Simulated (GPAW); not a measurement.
A run of GPAW 26.7.0:

run.py

```python
import numpy as np
import spglib
from ase import Atoms
from ase.dft.bandgap import bandgap
from ase.io import read, write
from ase.units import GPa
from gpaw import GPAW, PW, setup_paths
from gpaw.spinorbit import soc_eigenstates

setup_paths.insert(0, '.')

atoms = read('HfB.cif')
cell, positions, numbers = spglib.find_primitive(
    (atoms.cell[:], atoms.get_scaled_positions(), atoms.numbers), symprec=1e-4)
atoms = Atoms(numbers, cell=cell, scaled_positions=positions, pbc=True)

calc = GPAW(mode=PW(800),
            xc='GGA_X_PW91+GGA_C_PW91',
            kpts={'size': (8, 8, 8), 'gamma': True},
            occupations={'name': 'fermi-dirac', 'width': 0.05},
            nbands=17,
            convergence={'density': 1e-05, 'energy': 1e-05},
            maxiter=150,
            txt='gpaw.txt')
atoms.calc = calc
energy = atoms.get_potential_energy()
forces = atoms.get_forces()
stress = atoms.get_stress()
calc.write('gs.gpw')
write('result.traj', atoms)
print(f'Energy: {energy:.6f} eV')
print('Forces (eV/A):')
print(forces.round(4))
print('Stress (GPa):', (stress / GPa).round(3))
print('Fermi level:', round(calc.get_fermi_level(), 4), 'eV')
print(f'Gap: {bandgap(calc)[0]:.4f} eV, direct: {bandgap(calc, direct=True)[0]:.4f} eV')

path = atoms.cell.bandpath('GXWKGLUWLK,UX', npoints=80, eps=1e-4)
bs_calc = calc.fixed_density(kpts=path, symmetry='off', nbands=26,
                             convergence={'bands': 'CBM+6.0', 'eigenstates': 1e-6}, txt='bands.txt')
bs = bs_calc.band_structure()
bs.write('bs.json')
print(f'Gap on the path: {bandgap(bs_calc)[0]:.4f} eV')

soc = soc_eigenstates(bs_calc, theta=0, phi=0)
np.savetxt('soc_bands.dat', soc.eigenvalues(), fmt='%.4f')
mesh = soc_eigenstates('gs.gpw', theta=0, phi=0)
np.savetxt('soc_mesh.dat', mesh.eigenvalues(), fmt='%.4f')
print('Fermi level with spin-orbit coupling:', round(mesh.fermi_level, 4), 'eV')
```

The input HfB.cif:

```cif
data_HfB
_cell_length_a 4.62000000
_cell_length_b 4.62000000
_cell_length_c 4.62000000
_cell_angle_alpha 90.00000000
_cell_angle_beta 90.00000000
_cell_angle_gamma 90.00000000
_space_group_name_H-M_alt 'Fm-3m'
_space_group_name_Hall '-F 4 2 3'
_space_group_IT_number 225
loop_
_space_group_symop_operation_xyz
'x,y,z'
'-x,-y,-z'
'-y,x,z'
'y,-x,-z'
'-x,-y,z'
'x,y,-z'
'y,-x,z'
'-y,x,-z'
'x,-y,-z'
'-x,y,z'
'-y,-x,-z'
'y,x,z'
'-x,y,-z'
'x,-y,z'
'y,x,-z'
'-y,-x,z'
'z,x,y'
'-z,-x,-y'
'z,-y,x'
'-z,y,-x'
'z,-x,-y'
'-z,x,y'
'z,y,-x'
'-z,-y,x'
'-z,x,-y'
'z,-x,y'
'-z,-y,-x'
'z,y,x'
'-z,-x,y'
'z,x,-y'
'-z,y,x'
'z,-y,-x'
'y,z,x'
'-y,-z,-x'
'x,z,-y'
'-x,-z,y'
'-y,z,-x'
'y,-z,x'
'-x,z,y'
'x,-z,-y'
'-y,-z,x'
'y,z,-x'
'-x,-z,-y'
'x,z,y'
'y,-z,-x'
'-y,z,x'
'x,-z,y'
'-x,z,-y'
'x,y+1/2,z+1/2'
'-x,-y+1/2,-z+1/2'
'-y,x+1/2,z+1/2'
'y,-x+1/2,-z+1/2'
'-x,-y+1/2,z+1/2'
'x,y+1/2,-z+1/2'
'y,-x+1/2,z+1/2'
'-y,x+1/2,-z+1/2'
'x,-y+1/2,-z+1/2'
'-x,y+1/2,z+1/2'
'-y,-x+1/2,-z+1/2'
'y,x+1/2,z+1/2'
'-x,y+1/2,-z+1/2'
[... 41 lines left out ...]
'y+1/2,-x,z+1/2'
'-y+1/2,x,-z+1/2'
'x+1/2,-y,-z+1/2'
'-x+1/2,y,z+1/2'
'-y+1/2,-x,-z+1/2'
'y+1/2,x,z+1/2'
'-x+1/2,y,-z+1/2'
'x+1/2,-y,z+1/2'
'y+1/2,x,-z+1/2'
'-y+1/2,-x,z+1/2'
'z+1/2,x,y+1/2'
'-z+1/2,-x,-y+1/2'
'z+1/2,-y,x+1/2'
'-z+1/2,y,-x+1/2'
'z+1/2,-x,-y+1/2'
'-z+1/2,x,y+1/2'
'z+1/2,y,-x+1/2'
'-z+1/2,-y,x+1/2'
'-z+1/2,x,-y+1/2'
'z+1/2,-x,y+1/2'
'-z+1/2,-y,-x+1/2'
'z+1/2,y,x+1/2'
'-z+1/2,-x,y+1/2'
'z+1/2,x,-y+1/2'
'-z+1/2,y,x+1/2'
'z+1/2,-y,-x+1/2'
'y+1/2,z,x+1/2'
'-y+1/2,-z,-x+1/2'
'x+1/2,z,-y+1/2'
'-x+1/2,-z,y+1/2'
'-y+1/2,z,-x+1/2'
'y+1/2,-z,x+1/2'
'-x+1/2,z,y+1/2'
'x+1/2,-z,-y+1/2'
'-y+1/2,-z,x+1/2'
'y+1/2,z,-x+1/2'
'-x+1/2,-z,-y+1/2'
'x+1/2,z,y+1/2'
'y+1/2,-z,-x+1/2'
'-y+1/2,z,x+1/2'
'x+1/2,-z,y+1/2'
'-x+1/2,z,-y+1/2'
'x+1/2,y+1/2,z'
'-x+1/2,-y+1/2,-z'
'-y+1/2,x+1/2,z'
'y+1/2,-x+1/2,-z'
'-x+1/2,-y+1/2,z'
'x+1/2,y+1/2,-z'
'y+1/2,-x+1/2,z'
'-y+1/2,x+1/2,-z'
'x+1/2,-y+1/2,-z'
'-x+1/2,y+1/2,z'
'-y+1/2,-x+1/2,-z'
'y+1/2,x+1/2,z'
'-x+1/2,y+1/2,-z'
'x+1/2,-y+1/2,z'
'y+1/2,x+1/2,-z'
'-y+1/2,-x+1/2,z'
'z+1/2,x+1/2,y'
'-z+1/2,-x+1/2,-y'
'z+1/2,-y+1/2,x'
'-z+1/2,y+1/2,-x'
'z+1/2,-x+1/2,-y'
'-z+1/2,x+1/2,y'
'z+1/2,y+1/2,-x'
'-z+1/2,-y+1/2,x'
'-z+1/2,x+1/2,-y'
'z+1/2,-x+1/2,y'
'-z+1/2,-y+1/2,-x'
'z+1/2,y+1/2,x'
'-z+1/2,-x+1/2,y'
'z+1/2,x+1/2,-y'
'-z+1/2,y+1/2,x'
'z+1/2,-y+1/2,-x'
'y+1/2,z+1/2,x'
'-y+1/2,-z+1/2,-x'
'x+1/2,z+1/2,-y'
'-x+1/2,-z+1/2,y'
'-y+1/2,z+1/2,-x'
'y+1/2,-z+1/2,x'
'-x+1/2,z+1/2,y'
'x+1/2,-z+1/2,-y'
'-y+1/2,-z+1/2,x'
'y+1/2,z+1/2,-x'
'-x+1/2,-z+1/2,-y'
'x+1/2,z+1/2,y'
'y+1/2,-z+1/2,-x'
'-y+1/2,z+1/2,x'
'x+1/2,-z+1/2,y'
'-x+1/2,z+1/2,-y'
loop_
_atom_site_label
_atom_site_type_symbol
_atom_site_symmetry_multiplicity
_atom_site_Wyckoff_symbol
_atom_site_fract_x
_atom_site_fract_y
_atom_site_fract_z
_atom_site_occupancy
Hf1 Hf 4 b 0.5000000000 0.0000000000 0.0000000000 1
B1 B 4 a 0.0000000000 0.0000000000 0.0000000000 1
```

Potentials or basis: PAW data sets generated in the run's folder for this functional, pw.

Run with:

```bash
$ gpaw-setup -f GGA_X_PW91+GGA_C_PW91 B Hf
$ OMP_NUM_THREADS=1 python run.py
```

Hardware: 1 thread of Arm Neoverse V2, on a shared host.

Question: How long does it take, and how much memory?

Answer: Wall time 35 s on 1 thread of Arm Neoverse V2, on a shared host, peak memory 0.28 GiB. Counts: scf iterations 13, plane waves 1283, bands 17, k points 29.
